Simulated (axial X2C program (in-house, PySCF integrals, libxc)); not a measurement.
**SeCl: properties at the nuclei**

Wanted for SeCl: properties at the nuclei, at the two-component level.

The runs use an in-house X2C program for linear molecules on PySCF integrals; two-component X2C with atomic mean-field terms, Se dyall-acv3z, Cl dyall-av3z.

All values are calculated.

**1. The job**

Input file task.json:

```json
{
 "zs": [
  34,
  17
 ],
 "q": 0,
 "bas": [
  "dyall-acv3z",
  "dyall-av3z"
 ],
 "r0": 2.15,
 "levels": [
  "PBE0",
  "HF",
  "B3LYP"
 ],
 "nst": 1,
 "ff": 1,
 "thr": -3.5,
 "nmax": 130,
 "opt": {
  "ecut": 60
 }
}
```

Keys: zs atomic numbers; q charge; bas basis sets; r0 starting distance in Å; levels methods (HF also brings MP2); nst determinants followed; ff finite-field run; thr threshold in hartree for freezing inner shells (an s shell follows its p shell); nmax most natural virtual spinors; ecut virtual cutoff in hartree.

On the command line:

```bash
> python soeom.py task.json out
```

Nuclei are Gaussian, cores are contracted, and the Gaunt term is on.

**2. Expectation values, lowest determinant**

R = 2.131 Å. State: Ω = 3/2 (excess of +ω over −ω: ω = 3/2).

Output of the PBE0 run:

```text
two-component X2C + atomic mean field  PBE0
basis functions 180  fitting functions 961  grid points 5079
iter        total energy     max residual
   1      -2889.439175008     2.13e+00
   2      -2890.255215027     1.02e-02
   3      -2890.255644516     9.22e-03
   4      -2890.257372698     6.56e-04
   5      -2890.257382791     5.99e-04
   6      -2890.257392925     2.28e-04
   7      -2890.257394409     1.97e-05
   8      -2890.257394417     3.22e-06
   9      -2890.257394418     2.27e-06
converged
one-electron -4300.61320331  Coulomb 1384.34775169  exact exchange -28.61636073  xc functional -87.93560068  nuclear repulsion 143.53093755  atomic mean-field constant -0.97091894
```

The highest occupied spinor is 72% Se p, 16% Cl p, 6% Cl d.

| level | Eeff magnitude (GV/cm) | Ws magnitude Se (kHz) | A∥/gI Se (MHz) | qzz Se (a.u.) | A∥/gI Cl (MHz) | qzz Cl (a.u.) | μ (D) |
| --- | --- | --- | --- | --- | --- | --- | --- |
| PBE0 | 0.295 | 0.0858 | 439 | 7.01 | 61.5 | 3.60 | -0.73 |
| HF | 0.806 | 0.228 | 491 | 7.03 | 38.2 | 3.86 | -1.14 |
| B3LYP | 0.232 | 0.0678 | 451 | 7.15 | 65.8 | 3.58 | -0.71 |

Eeff is the effective electric field on the electron dipole moment in this Ω state and Ws the scalar–pseudoscalar constant (defined with the proton number Z and per Ω); A∥ is the parallel hyperfine constant, which follows by multiplying with the nuclear g factor gI = μI/(I μN); qzz is the electric field gradient, eQq0 = 234.96 MHz × Q/barn × qzz; μ is positive if Cl is the positive end. The operators were transformed with the bare-nucleus X2C matrices.

**3. Finite-field coupled cluster**

Output:

```text
two-component X2C + atomic mean field  HF
basis functions 180  fitting functions 961  grid points 5079
iter        total energy     max residual
   1      -2888.170875943     1.56e-01
   2      -2888.194841395     5.58e-03
   3      -2888.195976859     3.89e-03
   4      -2888.196212223     2.13e-03
   5      -2888.196317371     1.25e-03
   6      -2888.196370067     4.49e-04
   7      -2888.196376374     1.38e-04
   8      -2888.196378051     4.13e-05
   9      -2888.196378254     3.53e-05
  10      -2888.196378380     2.87e-05
  11      -2888.196378508     1.73e-05
  12      -2888.196378562     6.31e-06
  13      -2888.196378567     2.80e-06
  14      -2888.196378568     1.35e-06
converged
one-electron -4300.24603023  Coulomb 1384.05725847  exact exchange -114.56762542  xc functional 0.00000000  nuclear repulsion 143.53093755  atomic mean-field constant -0.97091894
correlated 23  virtual 277  natural virtual 130  E(MP2) -0.819062801  MP2 remainder -0.061645326
iter   CCSD correlation   residual
   1     -0.736216998   1.21e-01
   2     -0.750441766   4.23e-02
   3     -0.752183940   1.76e-02
   4     -0.751838658   7.45e-03
   5     -0.752052403   4.16e-03
   6     -0.752087245   1.75e-03
   7     -0.752071661   5.72e-04
   8     -0.752083646   2.09e-04
   9     -0.752075639   8.86e-05
  10     -0.752077174   4.84e-05
  11     -0.752076251   3.05e-05
  12     -0.752076588   1.62e-05
  13     -0.752076735   6.77e-06
  14     -0.752076711   2.96e-06
  15     -0.752076719   1.47e-06
(T) -0.020766625  T1 0.0181  D1 0.0667  max T2 0.084
```

T1 in the output is the amplitude norm over the root of the electron number; divide by √2 for the Lee–Taylor value.

23 electrons correlated in 130 natural virtual spinors, MP2 remainder added; T1 = 0.013.

| level | Eeff magnitude (GV/cm) | Ws magnitude Se (kHz) | A∥/gI Se (MHz) | qzz Se (a.u.) | A∥/gI Cl (MHz) | μ (D) |
| --- | --- | --- | --- | --- | --- | --- |
| HF | 0.806 | 0.228 | 491 | 7.03 | 38.2 | -1.14 |
| MP2 | 0.115 | 0.0307 | 465 | 6.85 | 49.8 | -0.87 |
| CCSD | 0.309 | 0.0872 | 481 | 6.73 | 50.4 | -0.85 |
| CCSD(T) | 0.262 | 0.0742 | 477 | 6.66 | 54.8 | -0.77 |

**4. Results**

| quantity | value |
| --- | --- |
| lowest determinant | Ω = 3/2 (excess of +ω over −ω: ω = 3/2) |
| Eeff magnitude (GV/cm), PBE0 | 0.295 |
| Ws magnitude Se (kHz), PBE0 | 0.0858 |
| A∥/gI Se (MHz), PBE0 | 439 |
| qzz Se (a.u.), PBE0 | 7.01 |
| Eeff magnitude (GV/cm), CCSD(T) | 0.262 |
| Ws magnitude Se (kHz), CCSD(T) | 0.0742 |
| A∥/gI Se (MHz), CCSD(T) | 477 |
| qzz Se (a.u.), CCSD(T) | 6.66 |

**Reading.** In the first state, the effective field runs from 0.232 to 0.806 GV/cm over the mean-field levels, so the levels don't agree on it. The expectation values come from single determinants, which for open shells can mix terms of unlike spin or miss the lowest Ω, so a determinant need not be a state. Eeff is the effective electric field on the electron dipole moment in this Ω state and Ws the scalar–pseudoscalar constant (defined with the proton number Z and per Ω); A∥ is the parallel hyperfine constant, which follows by multiplying with the nuclear g factor gI = μI/(I μN); qzz is the electric field gradient, eQq0 = 234.96 MHz × Q/barn × qzz; μ is positive if Cl is the positive end. The operators were transformed with the bare-nucleus X2C matrices. Correlation of the inner shells is missing, which matters for properties at the nucleus.
